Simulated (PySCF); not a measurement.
# Bi, Bi+, Bi(2+), Bi(3+), Bi-: ionisation energies and electron affinity and excitation energies in def2-TZVPPD with ECP60

Each state of bismuth is computed at each level; their differences give the ionisation energy and electron affinity and excitation energy. How far do the methods differ?

Program: PySCF 2.14.0. Level of theory: unrestricted determinants in a Gaussian basis, no spin-orbit coupling in the energies. These are calculated values, not measurements, unless marked.

## (1) What is computed

```
Element                                   : bismuth (Z = 83)
Basis                                     : def2-TZVPPD with the def2 core potential (60 electrons) (7s5p4d2f, 56 functions)
Hamiltonian                               : scalar relativity through the core potential
State 1                                   : Bi: [Xe] 4f14 5d10 6s2 6p3, high-spin 4S determinant
State 2                                   : Bi+: [Xe] 4f14 5d10 6s2 6p2, high-spin 3P determinant
State 3                                   : Bi(2+): [Xe] 4f14 5d10 6s2 6p1, 2P determinant
State 4                                   : Bi(3+): [Xe] 4f14 5d10 6s2, closed-shell 1S
State 5                                   : Bi-: [Xe] 4f14 5d10 6s2 6p4, high-spin 3P determinant
State 6                                   : Bi: [Xe] 4f14 5d10 6s2 6p2 6d1, one real determinant (an excited configuration)
State 7                                   : Bi: [Xe] 4f14 5d10 6s1 6p3 6d1, high-spin 6D determinant (an excited configuration)
State 8                                   : Bi: [Xe] 4f14 5d10 6s1 6p3 7s1, high-spin 6S determinant (an excited configuration)
State 9                                   : Bi: [Xe] 4f14 5d10 6s2 6p2 7s1, high-spin 4P determinant (an excited configuration)
State 10                                  : Bi+: [Xe] 4f14 5d10 6s1 6p2 6d1, one real determinant (an excited configuration)
State 11                                  : Bi+: [Xe] 4f14 5d10 6s1 6p3, high-spin 5S determinant (an excited configuration)
Methods                                   : CCSD(T), CCSDT
Core shells frozen in the correlated runs : valence: 5s2 5p6 5d10 (for Bi)
```

The outer shells:

Bi [Xe] 4f14 5d10 6s2 6p3
```
[Xe] core
4f [↑↓][↑↓][↑↓][↑↓][↑↓][↑↓][↑↓]
5d [↑↓][↑↓][↑↓][↑↓][↑↓]
6s [↑↓]
6p [↑ ][↑ ][↑ ]
```

Bi+ [Xe] 4f14 5d10 6s2 6p2
```
[Xe] core
4f [↑↓][↑↓][↑↓][↑↓][↑↓][↑↓][↑↓]
5d [↑↓][↑↓][↑↓][↑↓][↑↓]
6s [↑↓]
6p [↑ ][↑ ][  ]
```

Bi2+ [Xe] 4f14 5d10 6s2 6p1
```
[Xe] core
4f [↑↓][↑↓][↑↓][↑↓][↑↓][↑↓][↑↓]
5d [↑↓][↑↓][↑↓][↑↓][↑↓]
6s [↑↓]
6p [↑ ][  ][  ]
```

Bi3+ [Xe] 4f14 5d10 6s2
```
[Xe] core
4f [↑↓][↑↓][↑↓][↑↓][↑↓][↑↓][↑↓]
5d [↑↓][↑↓][↑↓][↑↓][↑↓]
6s [↑↓]
```

The runs were made by one driver on top of PySCF. The scripts below sum up each run's settings (the driver also hands on starting orbitals that pick excited configurations, and frozen orbitals as a list rather than a count), and the logs come from the driver's own runs. The driver starts from symmetry-adapted Hartree-Fock orbitals, holds the occupation by maximum overlap and uses a logarithmic radial grid for functionals, so a plain start would take other cycles.

The integrals over 56 functions and the set-up took 0.22 s of CPU time.

## (2) Bi, at CCSD(T) (valence)

Level: CCSD(T) (valence).

input.py reads:

```python
from pyscf import gto, scf, dft, mp, cc
import basis_set_exchange as bse
txt = bse.get_basis("def2-TZVPPD", elements=["Bi"], fmt="nwchem", header=False)
cut = txt.index("\nECP")
mol = gto.M(atom="Bi 0 0 0", charge=0, spin=3, symmetry="D2h",
            basis=gto.basis.parse(txt[:cut]),
            ecp={"Bi": gto.basis.parse_ecp(txt[cut:])})
mf = scf.UHF(mol)
mf.irrep_nelec = {'Ag': (4, 4), 'B1g': (1, 1), 'B2g': (1, 1), 'B3g': (1, 1), 'B1u': (2, 1), 'B2u': (2, 1), 'B3u': (2, 1)}
mf.kernel()
mycc = cc.CCSD(mf, frozen=9).run()
mycc.ccsd_t()
```

The log of the run:

```text
CC2 = 0
CCSD nocc = (np.int64(4), np.int64(1)), nmo = (47, 47)
frozen orbitals [[0, 1, 2, 3, 4, 5, 6, 7, 8], [0, 1, 2, 3, 4, 5, 6, 7, 8]]
max_cycle = 100
direct = 0
conv_tol = 1e-08
conv_tol_normt = 1e-06
diis_space = 8
diis_start_cycle = 0
Init t2, MP2 energy = -0.0508049867247598
Init E_corr(UCCSD) = -0.0508049867319208
cycle = 1  E_corr(UCCSD) = -0.0589878126393345  dE = -0.00818282591  norm(t1,t2) = 0.0334135
cycle = 2  E_corr(UCCSD) = -0.0605727356791336  dE = -0.00158492304  norm(t1,t2) = 0.00880134
cycle = 3  E_corr(UCCSD) = -0.0611195583303544  dE = -0.000546822651  norm(t1,t2) = 0.00286337
cycle = 4  E_corr(UCCSD) = -0.0611090145561799  dE = 1.05437742e-05  norm(t1,t2) = 0.000379691
cycle = 5  E_corr(UCCSD) = -0.061109362116912  dE = -3.47560732e-07  norm(t1,t2) = 5.86985e-05
cycle = 6  E_corr(UCCSD) = -0.0611091842102727  dE = 1.77906639e-07  norm(t1,t2) = 1.15101e-05
cycle = 7  E_corr(UCCSD) = -0.0611092547131775  dE = -7.05029048e-08  norm(t1,t2) = 2.58833e-06
cycle = 8  E_corr(UCCSD) = -0.0611092248571147  dE = 2.98560628e-08  norm(t1,t2) = 3.73213e-07
cycle = 9  E_corr(UCCSD) = -0.0611092273270836  dE = -2.4699689e-09  norm(t1,t2) = 7.27877e-08
UCCSD converged
E(UCCSD) = -213.6549054558709  E_corr = -0.06110922732708361
UCCSD(T) correction = -0.00171086864964119
```

It used 1 s of CPU time after the integrals (shared host).

CCSD correlation -0.06111 hartree, triples -0.00171; total -213.656616. T1 = 0.005, largest double amplitude 0.034.

Spin-orbit coupling is strong in this species (close to jj coupling), so the high-spin LS determinant is a model state, not a physical level.

## (3) Bi+, at CCSD(T) (valence)

Level: CCSD(T) (valence).

input.py reads:

```python
from pyscf import gto, scf, dft, mp, cc
import basis_set_exchange as bse
txt = bse.get_basis("def2-TZVPPD", elements=["Bi"], fmt="nwchem", header=False)
cut = txt.index("\nECP")
mol = gto.M(atom="Bi 0 0 0", charge=1, spin=2, symmetry="D2h",
            basis=gto.basis.parse(txt[:cut]),
            ecp={"Bi": gto.basis.parse_ecp(txt[cut:])})
mf = scf.UHF(mol)
mf.irrep_nelec = {'Ag': (4, 4), 'B1g': (1, 1), 'B2g': (1, 1), 'B3g': (1, 1), 'B1u': (2, 1), 'B2u': (2, 1), 'B3u': (1, 1)}
mf.kernel()
mycc = cc.CCSD(mf, frozen=9).run()
mycc.ccsd_t()
```

The log of the run:

```text
CC2 = 0
CCSD nocc = (np.int64(3), np.int64(1)), nmo = (47, 47)
frozen orbitals [[0, 1, 2, 3, 4, 5, 6, 7, 8], [0, 1, 2, 3, 4, 5, 6, 7, 8]]
max_cycle = 100
direct = 0
conv_tol = 1e-08
conv_tol_normt = 1e-06
diis_space = 8
diis_start_cycle = 0
Init t2, MP2 energy = -0.0383024145597943
Init E_corr(UCCSD) = -0.0383024145654581
cycle = 1  E_corr(UCCSD) = -0.0457337607625859  dE = -0.0074313462  norm(t1,t2) = 0.034506
cycle = 2  E_corr(UCCSD) = -0.0474997528731562  dE = -0.00176599211  norm(t1,t2) = 0.0112826
cycle = 3  E_corr(UCCSD) = -0.0483165790450076  dE = -0.000816826172  norm(t1,t2) = 0.00444724
cycle = 4  E_corr(UCCSD) = -0.048302259334969  dE = 1.431971e-05  norm(t1,t2) = 0.000677651
cycle = 5  E_corr(UCCSD) = -0.048305235521095  dE = -2.97618613e-06  norm(t1,t2) = 8.45963e-05
cycle = 6  E_corr(UCCSD) = -0.0483048150455333  dE = 4.20475562e-07  norm(t1,t2) = 1.27494e-05
cycle = 7  E_corr(UCCSD) = -0.0483049838508137  dE = -1.6880528e-07  norm(t1,t2) = 1.99483e-06
cycle = 8  E_corr(UCCSD) = -0.0483049248799907  dE = 5.89708231e-08  norm(t1,t2) = 2.97317e-07
cycle = 9  E_corr(UCCSD) = -0.0483049315632661  dE = -6.68327545e-09  norm(t1,t2) = 6.04515e-08
UCCSD converged
E(UCCSD) = -213.3402734316494  E_corr = -0.04830493156326611
UCCSD(T) correction = -0.000914297449443934
```

It used 0.97 s of CPU time after the integrals (shared host).

CCSD correlation -0.04830 hartree, triples -0.00091; total -213.341188. T1 = 0.006, largest double amplitude 0.070.

Spin-orbit coupling is strong in this species (close to jj coupling), so the high-spin LS determinant is a model state, not a physical level.

## (4) Bi(2+)

Level: CCSD(T) (valence).

input.py reads:

```python
from pyscf import gto, scf, dft, mp, cc
import basis_set_exchange as bse
txt = bse.get_basis("def2-TZVPPD", elements=["Bi"], fmt="nwchem", header=False)
cut = txt.index("\nECP")
mol = gto.M(atom="Bi 0 0 0", charge=2, spin=1, symmetry="D2h",
            basis=gto.basis.parse(txt[:cut]),
            ecp={"Bi": gto.basis.parse_ecp(txt[cut:])})
mf = scf.UHF(mol)
mf.irrep_nelec = {'Ag': (4, 4), 'B1g': (1, 1), 'B2g': (1, 1), 'B3g': (1, 1), 'B1u': (1, 1), 'B2u': (2, 1), 'B3u': (1, 1)}
mf.kernel()
mycc = cc.CCSD(mf, frozen=9).run()
mycc.ccsd_t()
```

The log of the run:

```text
CC2 = 0
CCSD nocc = (np.int64(2), np.int64(1)), nmo = (47, 47)
frozen orbitals [[0, 1, 2, 3, 4, 5, 6, 7, 8], [0, 1, 2, 3, 4, 5, 6, 7, 8]]
max_cycle = 100
direct = 0
conv_tol = 1e-08
conv_tol_normt = 1e-06
diis_space = 8
diis_start_cycle = 0
Init t2, MP2 energy = -0.0284574262403039
Init E_corr(UCCSD) = -0.028457426241606
cycle = 1  E_corr(UCCSD) = -0.034574612209575  dE = -0.00611718597  norm(t1,t2) = 0.0330471
cycle = 2  E_corr(UCCSD) = -0.0362521515070147  dE = -0.0016775393  norm(t1,t2) = 0.0115829
cycle = 3  E_corr(UCCSD) = -0.037123597788915  dE = -0.000871446282  norm(t1,t2) = 0.00450079
cycle = 4  E_corr(UCCSD) = -0.0371120750672637  dE = 1.15227217e-05  norm(t1,t2) = 0.000441834
cycle = 5  E_corr(UCCSD) = -0.0371145818005127  dE = -2.50673325e-06  norm(t1,t2) = 5.11611e-05
cycle = 6  E_corr(UCCSD) = -0.0371142256079331  dE = 3.5619258e-07  norm(t1,t2) = 5.74722e-06
cycle = 7  E_corr(UCCSD) = -0.0371143574429047  dE = -1.31834972e-07  norm(t1,t2) = 9.44371e-07
cycle = 8  E_corr(UCCSD) = -0.0371143178469369  dE = 3.95959678e-08  norm(t1,t2) = 2.00348e-07
cycle = 9  E_corr(UCCSD) = -0.0371143221783656  dE = -4.33142874e-09  norm(t1,t2) = 3.94917e-08
UCCSD converged
E(UCCSD) = -212.7665364807339  E_corr = -0.03711432217836563
UCCSD(T) correction = -0.000365865657992355
```

CPU time 0.87 s on a shared host, the integrals not counted.

CCSD correlation -0.03711 hartree, triples -0.00037; total -212.766902. T1 = 0.006, largest double amplitude 0.073.

Spin-orbit coupling, absent here, splits the open shell strongly.

Level: CCSDT (valence).

No log was kept for this step.

CPU time 8.1 s on a shared host, the integrals not counted.

Correlation energy -0.03759 hartree.

## (5) Bi(3+): CCSD(T) (valence)

Level: CCSD(T) (valence).

input.py reads:

```python
from pyscf import gto, scf, dft, mp, cc
import basis_set_exchange as bse
txt = bse.get_basis("def2-TZVPPD", elements=["Bi"], fmt="nwchem", header=False)
cut = txt.index("\nECP")
mol = gto.M(atom="Bi 0 0 0", charge=3, spin=0, symmetry="D2h",
            basis=gto.basis.parse(txt[:cut]),
            ecp={"Bi": gto.basis.parse_ecp(txt[cut:])})
mf = scf.UHF(mol)
mf.irrep_nelec = {'Ag': (4, 4), 'B1g': (1, 1), 'B2g': (1, 1), 'B3g': (1, 1), 'B1u': (1, 1), 'B2u': (1, 1), 'B3u': (1, 1)}
mf.kernel()
mycc = cc.CCSD(mf, frozen=9).run()
mycc.ccsd_t()
```

The log of the run:

```text
CC2 = 0
CCSD nocc = 1, nmo = 47
frozen orbitals [0, 1, 2, 3, 4, 5, 6, 7, 8]
max_cycle = 100
direct = 0
conv_tol = 1e-08
conv_tol_normt = 1e-06
diis_space = 8
diis_start_cycle = 0
Init t2, MP2 energy = -211.904076779836  E_corr(MP2) -0.021384543789568
Init E_corr(CCSD) = -0.0213845437899101
cycle = 1  E_corr(CCSD) = -0.0259692556416668  dE = -0.00458471185  norm(t1,t2) = 0.0279627
cycle = 2  E_corr(CCSD) = -0.0273316971658193  dE = -0.00136244152  norm(t1,t2) = 0.00982482
cycle = 3  E_corr(CCSD) = -0.0280588086715561  dE = -0.000727111506  norm(t1,t2) = 0.00359191
cycle = 4  E_corr(CCSD) = -0.0280528594946221  dE = 5.94917693e-06  norm(t1,t2) = 7.62279e-05
cycle = 5  E_corr(CCSD) = -0.0280528024810989  dE = 5.70135232e-08  norm(t1,t2) = 6.80714e-06
cycle = 6  E_corr(CCSD) = -0.0280526796273091  dE = 1.2285379e-07  norm(t1,t2) = 6.14013e-07
cycle = 7  E_corr(CCSD) = -0.0280526885950564  dE = -8.96774729e-09  norm(t1,t2) = 7.85204e-08
CCSD converged
E(CCSD) = -211.9107449246411  E_corr = -0.02805268859505639
```

It used 0.2 s of CPU time after the integrals (shared host).

CCSD correlation -0.02805 hartree, triples 0.00000; total -211.910745. T1 = 0.002, largest double amplitude 0.075. With two correlated electrons the triples vanish and CCSD is exact in this space.

## (6) Bi-, at CCSD(T) (valence)

Level: CCSD(T) (valence).

input.py reads:

```python
from pyscf import gto, scf, dft, mp, cc
import basis_set_exchange as bse
txt = bse.get_basis("def2-TZVPPD", elements=["Bi"], fmt="nwchem", header=False)
cut = txt.index("\nECP")
mol = gto.M(atom="Bi 0 0 0", charge=-1, spin=2, symmetry="D2h",
            basis=gto.basis.parse(txt[:cut]),
            ecp={"Bi": gto.basis.parse_ecp(txt[cut:])})
mf = scf.UHF(mol)
mf.irrep_nelec = {'Ag': (4, 4), 'B1g': (1, 1), 'B2g': (1, 1), 'B3g': (1, 1), 'B1u': (2, 1), 'B2u': (2, 2), 'B3u': (2, 1)}
mf.kernel()
mycc = cc.CCSD(mf, frozen=9).run()
mycc.ccsd_t()
```

The log of the run:

```text
CC2 = 0
CCSD nocc = (np.int64(4), np.int64(2)), nmo = (47, 47)
frozen orbitals [[0, 1, 2, 3, 4, 5, 6, 7, 8], [0, 1, 2, 3, 4, 5, 6, 7, 8]]
max_cycle = 100
direct = 0
conv_tol = 1e-08
conv_tol_normt = 1e-06
diis_space = 8
diis_start_cycle = 0
Init t2, MP2 energy = -0.073807963798203
Init E_corr(UCCSD) = -0.0738079638050511
cycle = 1  E_corr(UCCSD) = -0.0846750809285986  dE = -0.0108671171  norm(t1,t2) = 0.0454094
cycle = 2  E_corr(UCCSD) = -0.0870494571329133  dE = -0.0023743762  norm(t1,t2) = 0.0149497
cycle = 3  E_corr(UCCSD) = -0.088133350104999  dE = -0.00108389297  norm(t1,t2) = 0.00638952
cycle = 4  E_corr(UCCSD) = -0.0880926420522426  dE = 4.07080528e-05  norm(t1,t2) = 0.00133352
cycle = 5  E_corr(UCCSD) = -0.0880915721084835  dE = 1.06994376e-06  norm(t1,t2) = 0.000401501
cycle = 6  E_corr(UCCSD) = -0.088093320385809  dE = -1.74827733e-06  norm(t1,t2) = 0.000130668
cycle = 7  E_corr(UCCSD) = -0.0880933921724057  dE = -7.17865967e-08  norm(t1,t2) = 5.05031e-05
cycle = 8  E_corr(UCCSD) = -0.0880934925860917  dE = -1.00413686e-07  norm(t1,t2) = 1.3738e-05
cycle = 9  E_corr(UCCSD) = -0.0880934352083004  dE = 5.73777913e-08  norm(t1,t2) = 2.53452e-06
cycle = 10  E_corr(UCCSD) = -0.0880934499955984  dE = -1.47872981e-08  norm(t1,t2) = 5.61629e-07
cycle = 11  E_corr(UCCSD) = -0.0880934517566462  dE = -1.76104772e-09  norm(t1,t2) = 1.60568e-07
UCCSD converged
E(UCCSD) = -213.6702417917174  E_corr = -0.08809345175664617
UCCSD(T) correction = -0.00312689683329488
```

CPU time 1.2 s on a shared host, the integrals not counted.

CCSD correlation -0.08809 hartree, triples -0.00313; total -213.673369. T1 = 0.009, largest double amplitude 0.050.

Spin-orbit coupling is strong in this species (close to jj coupling), so the high-spin LS determinant is a model state, not a physical level.

## (7) Bi [Xe] 4f14 5d10 6s2 6p2 6d1: CCSD(T) (valence)

Level: CCSD(T) (valence).

input.py reads:

```python
from pyscf import gto, scf, dft, mp, cc
import basis_set_exchange as bse
txt = bse.get_basis("def2-TZVPPD", elements=["Bi"], fmt="nwchem", header=False)
cut = txt.index("\nECP")
mol = gto.M(atom="Bi 0 0 0", charge=0, spin=3, symmetry="D2h",
            basis=gto.basis.parse(txt[:cut]),
            ecp={"Bi": gto.basis.parse_ecp(txt[cut:])})
mf = scf.UHF(mol)
mf.irrep_nelec = {'Ag': (5, 4), 'B1g': (1, 1), 'B2g': (1, 1), 'B3g': (1, 1), 'B1u': (1, 1), 'B2u': (2, 1), 'B3u': (2, 1)}
mf.kernel()
mycc = cc.CCSD(mf, frozen=9).run()
mycc.ccsd_t()
```

The log of the run:

```text
CC2 = 0
CCSD nocc = (np.int64(4), np.int64(1)), nmo = (47, 47)
frozen orbitals [[0, 1, 2, 3, 4, 5, 6, 7, 8], [0, 1, 2, 3, 4, 5, 6, 7, 8]]
max_cycle = 100
direct = 0
conv_tol = 1e-08
conv_tol_normt = 1e-06
diis_space = 8
diis_start_cycle = 0
Init t2, MP2 energy = -0.0453947427481878
Init E_corr(UCCSD) = -0.045394742836388
cycle = 1  E_corr(UCCSD) = -0.0539653570748421  dE = -0.00857061424  norm(t1,t2) = 0.0510945
cycle = 2  E_corr(UCCSD) = -0.0562904793743738  dE = -0.0023251223  norm(t1,t2) = 0.0285968
cycle = 3  E_corr(UCCSD) = -0.0575781511256504  dE = -0.00128767175  norm(t1,t2) = 0.0238411
cycle = 4  E_corr(UCCSD) = -0.0581595583314377  dE = -0.000581407206  norm(t1,t2) = 0.0312539
cycle = 5  E_corr(UCCSD) = -0.0585086635176414  dE = -0.000349105186  norm(t1,t2) = 0.0143584
cycle = 6  E_corr(UCCSD) = -0.0588477107431498  dE = -0.000339047226  norm(t1,t2) = 0.00503618
cycle = 7  E_corr(UCCSD) = -0.0587796848052962  dE = 6.80259379e-05  norm(t1,t2) = 0.00143952
cycle = 8  E_corr(UCCSD) = -0.0588265747137306  dE = -4.68899084e-05  norm(t1,t2) = 0.000843597
cycle = 9  E_corr(UCCSD) = -0.0588039686615849  dE = 2.26060521e-05  norm(t1,t2) = 0.000602874
cycle = 10  E_corr(UCCSD) = -0.0588189592988379  dE = -1.49906373e-05  norm(t1,t2) = 0.000468994
cycle = 11  E_corr(UCCSD) = -0.0588161115946971  dE = 2.84770414e-06  norm(t1,t2) = 0.000179445
cycle = 12  E_corr(UCCSD) = -0.0588132603905344  dE = 2.85120416e-06  norm(t1,t2) = 5.16971e-05
cycle = 13  E_corr(UCCSD) = -0.0588137875366839  dE = -5.2714615e-07  norm(t1,t2) = 1.66483e-05
cycle = 14  E_corr(UCCSD) = -0.0588141027585708  dE = -3.15221887e-07  norm(t1,t2) = 3.66965e-06
cycle = 15  E_corr(UCCSD) = -0.0588140895991009  dE = 1.31594699e-08  norm(t1,t2) = 1.30872e-06
cycle = 16  E_corr(UCCSD) = -0.0588140808311372  dE = 8.76796371e-09  norm(t1,t2) = 2.37191e-07
UCCSD converged
E(UCCSD) = -213.3910640555928  E_corr = -0.05881408083113723
UCCSD(T) correction = -0.00234640898736311
```

It used 1.3 s of CPU time after the integrals (shared host).

CCSD correlation -0.05881 hartree, triples -0.00235; total -213.393410. T1 = 0.018, largest double amplitude 0.167.

The real determinant used has ⟨L²⟩ near 8 against 12 for a pure F term, so it mixes terms. Spin-orbit coupling is strong in this species (close to jj coupling), so the high-spin LS determinant is a model state, not a physical level. A double-excitation amplitude exceeds 0.15, a sign of near-degeneracy.

## (8) Bi [Xe] 4f14 5d10 6s1 6p3 6d1: CCSD(T) (valence)

Level: CCSD(T) (valence).

input.py reads:

```python
from pyscf import gto, scf, dft, mp, cc
import basis_set_exchange as bse
txt = bse.get_basis("def2-TZVPPD", elements=["Bi"], fmt="nwchem", header=False)
cut = txt.index("\nECP")
mol = gto.M(atom="Bi 0 0 0", charge=0, spin=5, symmetry="D2h",
            basis=gto.basis.parse(txt[:cut]),
            ecp={"Bi": gto.basis.parse_ecp(txt[cut:])})
mf = scf.UHF(mol)
mf.irrep_nelec = {'Ag': (4, 3), 'B1g': (2, 1), 'B2g': (1, 1), 'B3g': (1, 1), 'B1u': (2, 1), 'B2u': (2, 1), 'B3u': (2, 1)}
mf.kernel()
mycc = cc.CCSD(mf, frozen=9).run()
mycc.ccsd_t()
```

The log of the run:

```text
CC2 = 0
CCSD nocc = (np.int64(5), np.int64(0)), nmo = (47, 47)
frozen orbitals [[0, 1, 2, 3, 4, 5, 6, 7, 8], [0, 1, 2, 3, 4, 5, 6, 7, 8]]
max_cycle = 100
direct = 0
conv_tol = 1e-08
conv_tol_normt = 1e-06
diis_space = 8
diis_start_cycle = 0
Init t2, MP2 energy = -0.0172560642453728
Init E_corr(UCCSD) = -0.0172560642497757
cycle = 1  E_corr(UCCSD) = -0.0211983640855108  dE = -0.00394229984  norm(t1,t2) = 0.0266985
cycle = 2  E_corr(UCCSD) = -0.0221995045265791  dE = -0.00100114044  norm(t1,t2) = 0.00850872
cycle = 3  E_corr(UCCSD) = -0.0226285940448515  dE = -0.000429089518  norm(t1,t2) = 0.00322997
cycle = 4  E_corr(UCCSD) = -0.0226107785770015  dE = 1.78154678e-05  norm(t1,t2) = 0.000657791
cycle = 5  E_corr(UCCSD) = -0.0226126683171143  dE = -1.88974011e-06  norm(t1,t2) = 9.32676e-05
cycle = 6  E_corr(UCCSD) = -0.0226124771351305  dE = 1.91181984e-07  norm(t1,t2) = 1.46245e-05
cycle = 7  E_corr(UCCSD) = -0.0226125816879896  dE = -1.04552859e-07  norm(t1,t2) = 2.87032e-06
cycle = 8  E_corr(UCCSD) = -0.0226125468106219  dE = 3.48773677e-08  norm(t1,t2) = 3.59744e-07
cycle = 9  E_corr(UCCSD) = -0.0226125508956273  dE = -4.08500541e-09  norm(t1,t2) = 7.04895e-08
UCCSD converged
E(UCCSD) = -213.1383056597455  E_corr = -0.02261255089562731
UCCSD(T) correction = -0.00027914333650614
```

CPU time 0.67 s on a shared host, the integrals not counted.

CCSD correlation -0.02261 hartree, triples -0.00028; total -213.138585. T1 = 0.003, largest double amplitude 0.030.

Spin-orbit coupling is strong in this species (close to jj coupling), so the high-spin LS determinant is a model state, not a physical level.

## (9) Bi [Xe] 4f14 5d10 6s1 6p3 7s1, at CCSD(T) (valence)

Level: CCSD(T) (valence).

input.py, as its differences from that of step 8:

```diff
@@ -8,3 +8,3 @@
 mf = scf.UHF(mol)
-mf.irrep_nelec = {'Ag': (4, 3), 'B1g': (2, 1), 'B2g': (1, 1), 'B3g': (1, 1), 'B1u': (2, 1), 'B2u': (2, 1), 'B3u': (2, 1)}
+mf.irrep_nelec = {'Ag': (5, 3), 'B1g': (1, 1), 'B2g': (1, 1), 'B3g': (1, 1), 'B1u': (2, 1), 'B2u': (2, 1), 'B3u': (2, 1)}
 mf.kernel()
```

The log of the run:

```text
CC2 = 0
CCSD nocc = (np.int64(5), np.int64(0)), nmo = (47, 47)
frozen orbitals [[0, 1, 2, 3, 4, 5, 6, 7, 8], [0, 1, 2, 3, 4, 5, 6, 7, 8]]
max_cycle = 100
direct = 0
conv_tol = 1e-08
conv_tol_normt = 1e-06
diis_space = 8
diis_start_cycle = 0
Init t2, MP2 energy = -0.022452780758895
Init E_corr(UCCSD) = -0.022452780772462
cycle = 1  E_corr(UCCSD) = -0.0273155738329526  dE = -0.00486279306  norm(t1,t2) = 0.0316841
cycle = 2  E_corr(UCCSD) = -0.0285024737009181  dE = -0.00118689987  norm(t1,t2) = 0.0096292
cycle = 3  E_corr(UCCSD) = -0.0289785030421654  dE = -0.000476029341  norm(t1,t2) = 0.0032992
cycle = 4  E_corr(UCCSD) = -0.0289609002665277  dE = 1.76027756e-05  norm(t1,t2) = 0.000363405
cycle = 5  E_corr(UCCSD) = -0.02896121857385  dE = -3.18307322e-07  norm(t1,t2) = 2.83518e-05
cycle = 6  E_corr(UCCSD) = -0.0289611367510104  dE = 8.18228396e-08  norm(t1,t2) = 2.79137e-06
cycle = 7  E_corr(UCCSD) = -0.0289611796826091  dE = -4.29315987e-08  norm(t1,t2) = 4.12738e-07
cycle = 8  E_corr(UCCSD) = -0.0289611749533581  dE = 4.72925103e-09  norm(t1,t2) = 7.32443e-08
UCCSD converged
E(UCCSD) = -213.2023071597303  E_corr = -0.02896117495335808
UCCSD(T) correction = -0.00054917590728886
```

CPU time 0.64 s on a shared host, the integrals not counted.

CCSD correlation -0.02896 hartree, triples -0.00055; total -213.202856. T1 = 0.005, largest double amplitude 0.028.

Spin-orbit coupling is strong in this species (close to jj coupling), so the high-spin LS determinant is a model state, not a physical level.

[end of part 1 of 2]
